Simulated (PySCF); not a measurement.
**A diatomic session: AlZn**

An exercise on one series of results from a longer session: the logs are not shown, and one member is left open.

Method: Al def2-SVP, Zn def2-SVP, no relativity; program: PySCF 2.14.0.

Set-up of the first run:

Settings of the job:

* atoms: Al, Zn
* charge: 0
* basis: Al def2-SVP, Zn def2-SVP
* Hamiltonian: no relativity
* basis functions: 49
* electrons treated: 43
* masses in u: 26.9815, 63.9291
* levels: PBE0, PBE, r²SCAN, B2PLYP, B3LYP, M06-2X, LC-ωPBE, HF, MP2, SCS-MP2, CCSD, CCSD(T)
* grid: 80 radial by 434 angular points
* occupations: held fixed by the projection of orbital angular momentum
* dissociation limit: Al + Zn, each in its ground configuration
* starting distance in angstrom: 2.385
* values of 2S to try: 1, 3

Command:

```bash
> OMP_NUM_THREADS=1 python dia.py task.json out
```

Steps of the session up to this table: Set-up; First curve: PBE0; Excited determinants; PBE (GGA); r²SCAN; B2PLYP (double hybrid); B3LYP (global hybrid GGA); M06-2X; LC-ωPBE (range-separated hybrid); ROHF; Adding correlation.

One table of the session follows, with a row left open; its other results are not shown here.

```
       level  Re (Å)  ωe (cm⁻¹)  De (eV)
    ROHF-MP2   2.784      127.7    0.186
ROHF-SCS-MP2   2.888       97.1    0.115
   ROHF-CCSD       ?          ?        ?
ROHF-CCSD(T)   2.802      122.1    0.151
         PBE   2.621      189.6     0.52
      r²SCAN   2.591      200.7     0.55
       B3LYP   2.734      146.2    0.256
        PBE0   2.684      169.7    0.411
      M06-2X   2.847      121.8    0.256
     LC-ωPBE   2.727      142.5    0.276
      B2PLYP   2.759      136.9    0.211
```

Q: Estimate the row for ROHF-CCSD from the others.

**Answer.** Re (Å): 2.889; ωe (cm⁻¹): 97.2; De (eV): 0.106. In the column «Re (Å)» it is the highest.

De is counted to Al + Zn in their ground configurations. No constants: ROHF (no minimum is bracketed among the points kept).

Caveats from the session: The bond is weak, and basis-set superposition, which was not computed, may be a sizeable part of it.
